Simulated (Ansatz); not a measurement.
# W (Fm-3m): convergence test of the k-point mesh, by script

Wanted for W (Fm-3m): a convergence test of the k-point mesh.

This is W in the fcc structure; at room conditions it is bcc.

Computed with Ansatz 0.2.0 through its Python package. Level of theory: DFT LDA, plane waves, PAW.

### 1 Starting point

Symmetry: Fm-3m, No. 225, cubic system. The conventional cell has a = 4.060 Å, b = 4.060 Å, c = 4.060 Å, α = 90.00°, β = 90.00°, γ = 90.00°. Around W (site symmetry m-3m) lie 12 W at 2.87 Å.

Input file POSCAR_w:

```text
W
1.0
   0.00000000    2.03000000    2.03000000
   2.03000000    0.00000000    2.03000000
   2.03000000    2.03000000    0.00000000
W
1
Direct
   0.00000000    0.00000000    0.00000000
```

### 2 Script

kconv_w.py

```python
"""k-point test for W."""

import ansatz as az
from ase.io import read
import matplotlib.pyplot as plt

atoms = read("POSCAR_w", format="vasp")
system = az.Crystal.from_ase(atoms)

job = (
    system.calculation()
    .functional("lda")
    .occupations("Fermi-Dirac", width=150 * az.meV)
    .basis(450)
    .forces()
    .stress()
)

rows = []
for value in [(3, 3, 3), (4, 4, 4), (6, 6, 6), (8, 8, 8), (9, 9, 9), (12, 12, 12)]:
    r = job.kpoints(*value).run().report
    rows.append((value, r["free_energy_ev"] / len(r["lattice"]["sites"]), r["n_iterations"], sum(r["stress_gpa"][i][i] for i in range(3)) / 3, max(abs(f) for row in r["forces_ev_ang"] for f in row), r["n_kpoints"]))

print("        mesh   F/atom (eV)    iterations       P (GPa)  max component (eV/A)      k-points")
for row in rows:
    print(f"{str(row[0]):>12s}  {row[1]:12.5f}  {row[2]:12d}  {row[3]:12.3f}  {row[4]:20.4f}  {row[5]:12d}")

# the last row is the reference
for row in rows[:-1]:
    shift = 1000 * (row[1] - rows[-1][1])
    print(f"{row[0]}: {shift:+.2f} meV/atom" + ("  (within 1 meV)" if abs(shift) < 1 else ""))
plt.figure(figsize=(4.5, 3))
plt.plot([str(row[0]) for row in rows], [1000 * (row[1] - rows[-1][1]) for row in rows], "o-")
plt.xlabel("mesh")
plt.ylabel("F - F(last) (meV/atom)")
plt.tight_layout()
plt.savefig("kconv.png", dpi=100)
```

### 3 The calls as engine input

The package turns the script's settings into the engine's input (first run):

```yaml
crystal:
  lattice:
    - [0.0, 2.03, 2.03]
    - [2.03, 0.0, 2.03]
    - [2.03, 2.03, 0.0]
  atoms:
    - { symbol: W, position: [0.0, 0.0, 0.0] }
basis:
  ecutwfc: 450.0
kpoints:
  mp_grid:
    grid: [3, 3, 3]
hamiltonian:
  xc: lda
scf:
  occupations:
    method: fermi_dirac
    width: 0.15
output:
  forces: true
  stress: true
```

### 4 The run

On the command line:

```sh
> python kconv_w.py
```

**Question.** From which mesh on is the energy per atom within 1 meV of the last row, and how does it get there?

The runs gave:

| quantity | value |
| --- | --- |
| runs compared | 6 |
| last run but one, from the last | -0.19 meV/atom |
| within 5 meV/atom of the last run from | [9, 9, 9] |

What this shows: From 9×9×9 on it stays within 1 meV an atom of the value at 12×12×12; the first row (3×3×3) is off by 349.7 meV and the last but one by 0.19 meV. That rests on few rows after larger swings, so the series isn't shown to be converged. This holds for F at a smearing of 0.15 eV; a narrower one needs a denser mesh. It goes up and down, since the sum over k-points isn't variational. The pressure moves from -10.91 to -17.72 GPa. What to keep in mind:
- A Fermi-Dirac width this large means warm electrons, whose thermal share enters the free energy.
- Forces vanish by symmetry here and test nothing.
- Pressure is positive in compression.
- Spin-orbit coupling, which matters for elements this heavy, is left out.
- At these settings the cell as given stands under about -18 GPa, so it isn't at this functional's equilibrium volume.
- This isn't the structure that W takes at ambient conditions.
- Shifts are counted from the finest mesh, which is itself no proven limit.
